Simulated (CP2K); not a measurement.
Runs of CP2K 2026.2 on NbCu. The structure is cubic, space group Fm-3m (No. 225). Conventional cell: a = 5.124 Å, b = 5.124 Å, c = 5.124 Å, α = 90.00°, β = 90.00°, γ = 90.00°. Around Nb (site symmetry m-3m) lie 6 Cu at 2.56 Å. Around Cu (site symmetry m-3m) lie 6 Nb at 2.56 Å. The cell was built by a generator and needn't be a form met in nature.

```tsv
task	level	potentials or basis	smearing	cutoff radius of the dispersion sum (A)	gap on the mesh (eV)	pressure (GPa)
single point	BLYP+D3(BJ)+ATM	GTH_POTENTIALS Nb GTH-PBE-q13, Cu GTH-BLYP-q11; TZVP-MOLOPT-PBE-GTH basis	fermi-dirac 0.05 eV	20	none	-5.6
single point	BLYP+D3	GTH_POTENTIALS Nb GTH-PBE-q13, Cu GTH-BLYP-q11; TZVP-MOLOPT-PBE-GTH basis	fermi-dirac 0.05 eV	20	none	(a)
single point	BLYP+D4	GTH_POTENTIALS Nb GTH-PBE-q13, Cu GTH-BLYP-q11; TZVP-MOLOPT-PBE-GTH basis	fermi-dirac 0.05 eV	20	none	0.3
single point	BLYP	GTH_POTENTIALS Nb GTH-PBE-q13, Cu GTH-BLYP-q11; TZVP-MOLOPT-PBE-GTH basis	fermi-dirac 0.05 eV	-	none	6.6
single point	BLYP+D2	GTH_POTENTIALS Nb GTH-PBE-q13, Cu GTH-BLYP-q11; TZVP-MOLOPT-PBE-GTH basis	fermi-dirac 0.05 eV	20	none	-5.4
single point	BLYP+D3(BJ)	GTH_POTENTIALS Nb GTH-PBE-q13, Cu GTH-BLYP-q11; TZVP-MOLOPT-PBE-GTH basis	fermi-dirac 0.05 eV	20	none	(b)
```

Alike in all rows: no spin polarisation; cell as given; k mesh 9 × 9 × 9.

Task: Estimate the missing entries.

Result: (a) -2.9; (b) -6.4.

Caveats: the potentials were made for another functional, which shifts forces and pressure; the basis of atomic orbitals isn't converged, which shifts pressures, moduli and gaps; pairwise dispersion overbinds metals, which lowers pressure and volume (some runs).

A k mesh can miss the band edges, and the runs leave out spin-orbit coupling on Nb.

A gap of «none» marks a metal or a gap under the smearing width.
